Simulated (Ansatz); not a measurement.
# FH3OSiSn: up Jacob's ladder to CCSD(T)

One table from this session's results is given with a row withheld; the runs are named, their logs left out.

Program: Ansatz 0.2.0, Gaussian basis. Level of theory: functionals in def2-TZVPP, the program's frozen cores in correlated methods. These are calculated values, not measurements.

Levels to be run: LDA (SPW92), PBE-D4, revPBE-D4, BLYP-D4, r2SCAN-D4, B97M-V, PBE0-D4, B3LYP-D4, r2SCANh-D4, r2SCAN0-D4, HSE06-D4, BHLYP-D4, CAM-B3LYP-D4, LC-ωPBE, ωB97X-V, ωB97M-V, B2PLYP, PBE-QIDH; CCSD(T)/def2-SVP; CCSD(T)/def2-TZVPP; CCSD(T)/def2-QZVPP; extrapolation to the limit; RPA on PBE.

### Structure used throughout

The geometry comes from an earlier relaxation with PBE0-D4 in a triple-zeta def2 set; it is a stationary point, not always the lowest conformer. Sn takes the def2 core potential; no spin-orbit term is included.

SMILES `[F][Sn][O][SiH3]`, 7 atoms, charge 0, spin multiplicity 1.

Atoms are counted from 1 here; the program's logs count them from 0.

Bond lengths: F1–Sn2 1.945 Å, Sn2–O3 1.961 Å, O3–Si4 1.641 Å, Si4–H5 1.488 Å, Si4–H6 1.488 Å, Si4–H7 1.487 Å. Angles: F1–Sn2–O3 95.4°, Sn2–O3–Si4 140.3°, O3–Si4–H5 111.1°, O3–Si4–H6 111.1°, O3–Si4–H7 108.5°, H5–Si4–H6 108.7°, H5–Si4–H7 108.6°, H6–Si4–H7 108.6°.

The first run:

Contents of in.yaml:

```yaml
crystal:
  periodic: [false, false, false]
  atoms:
    - {symbol: F, position_ang: [-1.710442, -1.987189, 0.024951]}
    - {symbol: Sn, position_ang: [0.149642, -2.468844, 0.323750]}
    - {symbol: O, position_ang: [0.838937, -0.638448, 0.178942]}
    - {symbol: Si, position_ang: [0.309237, 0.892160, -0.082608]}
    - {symbol: H, position_ang: [-0.343299, 1.013235, -1.414118]}
    - {symbol: H, position_ang: [-0.661134, 1.310308, 0.964687]}
    - {symbol: H, position_ang: [1.478159, 1.810678, -0.041203]}
basis:
  gaussian: {orbitals: def2-TZVPP}
hamiltonian: {xc: lda}
output: {orbitals: {seedname: orbitals}}
```

Command:

```
$ ansatz run in.yaml --threads 2 --pin off --events-out ev --progress --plain --max-ram 32768MiB --backend cpu
```

Steps of the session up to this table: LDA; PBE-D4 (GGA); revPBE-D4 (GGA); BLYP-D4 (GGA); r2SCAN-D4 (meta-GGA); B97M-V (meta-GGA); PBE0-D4 (hybrid); B3LYP-D4 (hybrid); r2SCANh-D4 (hybrid); r2SCAN0-D4 (hybrid); HSE06-D4 (hybrid); BHLYP-D4 (hybrid); CAM-B3LYP-D4 (range-separated); LC-ωPBE (range-separated); ωB97X-V (range-separated); ωB97M-V (range-separated); B2PLYP (double hybrid); PBE-QIDH (double hybrid).

One table of the session follows, with a row left open; its other results are not shown here.

It belongs to the step «Orbital energies across the functionals». 

```
  functional  HOMO (eV)  LUMO (eV)  gap (eV)
 LDA (SPW92)      -7.22      -3.54      3.68
      PBE-D4      -7.09      -3.28      3.81
   revPBE-D4      -7.03      -3.18      3.85
     BLYP-D4      -6.99      -3.23      3.76
   r2SCAN-D4      -7.44      -3.20      4.23
      B97M-V      -7.42      -3.27      4.15
     PBE0-D4      -8.40      -2.60      5.80
    B3LYP-D4      -8.22      -2.86      5.36
  r2SCANh-D4      -7.93      -2.94      4.98
  r2SCAN0-D4      -8.63      -2.56      6.08
    HSE06-D4          ?          ?         ?
    BHLYP-D4      -9.52      -1.92      7.60
CAM-B3LYP-D4      -9.76      -1.70      8.06
     LC-ωPBE     -10.96      -0.56     10.40
     ωB97X-V     -10.67      -0.68     10.00
     ωB97M-V     -10.61      -0.85      9.76
```

Q: Estimate the row for HSE06-D4 from the others.

As computed: HOMO (eV): -8.00; LUMO (eV): -2.96; gap (eV): 5.04. In the column «HOMO (eV)» it lies between B3LYP-D4 (-8.22) and r2SCANh-D4 (-7.93).
